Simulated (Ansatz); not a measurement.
**GaAsH3+ (singlet): wave-function methods side by side, cc-pVTZ**

An exercise on one series of results from a longer session: the logs are not shown, and one member is left open.

Computed with Ansatz 0.2.0, Gaussian basis. Level: cc-pVTZ, core rule «outside noble gas», up to 28 orbitals frozen.

Plan: UHF; CCSD(T) on RHF; CCSD(T) on UHF; BCCD(T) on RHF; CCSDT(Q) on RHF; CCSDT(Q) on UHF.

9 further runs of the same task are left out: 4 for a known fault of the program, 5 set aside as unsound or not needed.

**The system**

The geometry is a PBE0/def2-TZVP stationary point (not a proven minimum) of the parent state, kept for this charge and spin. No spin-orbit coupling is included. The filled d shell of Ga, As may be among the frozen orbitals whatever the setting's name suggests; the logs give the count.

5 atoms, charge 1, spin multiplicity 1.

Atoms are counted from 1 here; the program's logs count them from 0.

Bond lengths: Ga1–As2 2.429 Å, Ga1–H3 1.570 Å, Ga1–H4 1.571 Å, As2–H5 1.528 Å. Angles: As2–Ga1–H3 121.6°, As2–Ga1–H4 117.4°, H3–Ga1–H4 121.0°, Ga1–As2–H5 92.3°.

Set-up of the first run:

Input file in.yaml:

```yaml
crystal:
  periodic: [false, false, false]
  atoms:
    - {symbol: Ga, position_ang: [0.000000, 0.014415, 1.238887]}
    - {symbol: As, position_ang: [0.000000, -0.033499, -1.189827]}
    - {symbol: H, position_ang: [0.000000, 1.367489, 2.035604]}
    - {symbol: H, position_ang: [0.000000, -1.366169, 1.989099]}
    - {symbol: H, position_ang: [0.000000, 1.491546, -1.281680]}
basis:
  gaussian: {orbitals: cc-pVTZ}
total_charge: 1
magnetization: {spin_polarized: true, initial_magnetization: 0}
hamiltonian: {xc: hf}
output: {orbitals: {seedname: orbitals}}
```

Started as:

```
ansatz run in.yaml --threads 1 --pin off --events-out ev --progress --plain --max-ram 4096MiB --backend cpu
```

Among the steps run: UHF; CCSD(T) on RHF; CCSD(T) on UHF; BCCD(T) on RHF; CCSDT(Q) on RHF; CCSDT(Q) on UHF.

One table of the session follows, with a row left open; its other results are not shown here.

| method | from RCCSDT(Q) (meV) |
| --- | --- |
| RHF | +6117.5 |
| UHF | +5700.3 |
| RMP2 | +1292.5 |
| UMP2 | +1255.1 |
| RCCSD | +208.9 |
| UCCSD | +179.5 |
| RCCSD(T) | +41.5 |
| UCCSD(T) | +24.2 |
| BCCD(T) | ? |
| RCCSDT | +8.9 |
| UCCSDT | -13.6 |
| RCCSDT(Q) | 0 |
| UCCSDT(Q) | -22.0 |

**Question.** Estimate the row for BCCD(T).

**Answer.** from RCCSDT(Q) (meV): +41.0. In the column «from RCCSDT(Q) (meV)» it lies between UCCSD(T) (+24.2) and RCCSD(T) (+41.5).

Limits of these values: The determinant is far from a pure spin state, so its energy mixes those of several spin states (harmless only where they are near-degenerate, as at dissociation). Warnings: restricted reference is unstable; spin contamination. Restricted and unrestricted rows rest on different reference determinants; where their highest levels disagree by more than a few hundredths of an eV, they describe different states and don't form one ladder.
